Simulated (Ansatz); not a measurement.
This script for the Ansatz DFT code, driven from Python starts 8 runs on C2H6BF, SMILES CCBF. What input does the engine get in each?

The script, `c2h6bf.py`:
```python
"""Stretching a bond of C2H6BF, the rest held rigid."""

import ansatz as az
import numpy as np

BASIS = "def2-SVP"
XC = "r2scan"
DISPERSION = "d4"

GEOMETRY = """
C    -0.76710    0.77430   -0.24060
C    -0.12260   -0.26160    0.56980
B     1.14870   -0.79990   -0.18600
F     1.13980   -1.44300   -1.45990
H    -1.14160    0.40380   -1.25050
H    -1.71180    1.19570    0.29380
H    -0.10830    1.68400   -0.41690
H    -0.77800   -1.08860    0.73390
H     0.18010    0.17930    1.59730
H     2.24380   -0.69510    0.36210
"""


def main() -> None:
    geometry = az.Crystal.molecule()
    for line in GEOMETRY.strip().splitlines():
        symbol, *xyz = line.split()
        geometry = geometry.atom(symbol, [float(v) for v in xyz])

    symbols = [site.symbol for site in geometry.cartesian_sites]
    start = np.array([site.position_ang for site in geometry.cartesian_sites])
    axis = (start[9] - start[2]) / np.linalg.norm(start[9] - start[2])
    moving = [9]
    lengths, energies = [1.082, 1.131, 1.18, 1.229, 1.278, 1.327, 1.377, 1.45], []
    for length in lengths:
        xyz = start.copy()
        xyz[moving] += (length - np.linalg.norm(start[9] - start[2])) * axis
        point = az.Crystal.molecule()
        for symbol, place in zip(symbols, xyz):
            point = point.atom(symbol, place.tolist())
        calc = (
            point.calculation()
            .basis(gaussian=BASIS)
            .functional(XC, dispersion=DISPERSION)
        )
        data = calc.run().report
        energies.append(data["free_energy_ev"])
        print(f"r = {length:6.3f} A  E = {energies[-1]:.5f} eV  <S^2> = {abs(data['mean_field']['state']['spin_squared']):.3f}")

    # quartic fit about the minimum
    fit = np.polynomial.Polynomial.fit(lengths, np.array(energies) - min(energies), 4).convert()
    roots = [r.real for r in fit.deriv().roots() if abs(r.imag) < 1e-9 and fit.deriv(2)(r.real) > 0]
    r_e = min(roots, key=lambda r: abs(r - lengths[int(np.argmin(energies))]))
    print(f"minimum of the fit at {r_e:.4f} A, force constant {fit.deriv(2)(r_e):.2f} eV/A^2")


if __name__ == "__main__":
    main()
```

Run 1:
```yaml
crystal:
  periodic: [false, false, false]
  atoms:
    - { symbol: C, position_ang: [-0.7671, 0.7743, -0.2406] }
    - { symbol: C, position_ang: [-0.1226, -0.2616, 0.5698] }
    - { symbol: B, position_ang: [1.1487, -0.7999, -0.186] }
    - { symbol: F, position_ang: [1.1398, -1.443, -1.4599] }
    - { symbol: H, position_ang: [-1.1416, 0.4038, -1.2505] }
    - { symbol: H, position_ang: [-1.7118, 1.1957, 0.2938] }
    - { symbol: H, position_ang: [-0.1083, 1.684, -0.4169] }
    - { symbol: H, position_ang: [-0.778, -1.0886, 0.7339] }
    - { symbol: H, position_ang: [0.1801, 0.1793, 1.5973] }
    - { symbol: H, position_ang: [2.112751988571697, -0.7076411666493345, 0.29651017709446376] }
basis:
  gaussian:
    orbitals: def2-SVP
hamiltonian:
  xc: r2scan
  dispersion: d4
```

Run 2, against run 1:
```diff
-    - { symbol: H, position_ang: [2.112751988571697, -0.7076411666493345, 0.29651017709446376] }
+    - { symbol: H, position_ang: [2.1564105351890843, -0.7034630863959309, 0.3183613773510522] }
```

Run 3, against run 1:
```diff
-    - { symbol: H, position_ang: [2.112751988571697, -0.7076411666493345, 0.29651017709446376] }
+    - { symbol: H, position_ang: [2.200069081806472, -0.6992850061425274, 0.3402125776076406] }
```

Run 4, against run 1:
```diff
-    - { symbol: H, position_ang: [2.112751988571697, -0.7076411666493345, 0.29651017709446376] }
+    - { symbol: H, position_ang: [2.2437276284238594, -0.6951069258891239, 0.36206377786422916] }
```

Run 5, against run 1:
```diff
-    - { symbol: H, position_ang: [2.112751988571697, -0.7076411666493345, 0.29651017709446376] }
+    - { symbol: H, position_ang: [2.2873861750412465, -0.6909288456357204, 0.3839149781208176] }
```

Run 6, against run 1:
```diff
-    - { symbol: H, position_ang: [2.112751988571697, -0.7076411666493345, 0.29651017709446376] }
+    - { symbol: H, position_ang: [2.331044721658634, -0.6867507653823168, 0.40576617837740603] }
```

Run 7, against run 1:
```diff
-    - { symbol: H, position_ang: [2.112751988571697, -0.7076411666493345, 0.29651017709446376] }
+    - { symbol: H, position_ang: [2.375594259023315, -0.6824874181849663, 0.4280633214963739] }
```

Run 8, against run 1:
```diff
-    - { symbol: H, position_ang: [2.112751988571697, -0.7076411666493345, 0.29651017709446376] }
+    - { symbol: H, position_ang: [2.440636583575749, -0.6762629312768346, 0.4606171504500669] }
```

```console
$ python c2h6bf.py
r =  1.082 A  E = -5558.48912 eV  <S^2> = 0.000
r =  1.131 A  E = -5558.64597 eV  <S^2> = 0.000
r =  1.180 A  E = -5558.72062 eV  <S^2> = 0.000
r =  1.229 A  E = -5558.73035 eV  <S^2> = 0.000
r =  1.278 A  E = -5558.68914 eV  <S^2> = 0.000
r =  1.327 A  E = -5558.60839 eV  <S^2> = 0.000
r =  1.377 A  E = -5558.49489 eV  <S^2> = 0.000
r =  1.450 A  E = -5558.28816 eV  <S^2> = 0.000
minimum of the fit at 1.2124 A, force constant 23.08 eV/A^2
```

Caveats:
- Total energies depend on the basis set; only differences at equal settings carry meaning.
- The rest of the molecule is held rigid at a force-field or estimated start geometry, and the basis set is modest; single-reference methods fail as a bond breaks.
- The orbitals are restricted, so S² is zero by construction.
- Hardware and time: 32 s on 1 thread of Arm Neoverse V1, with other jobs on the host, peak memory 0.2 GiB.
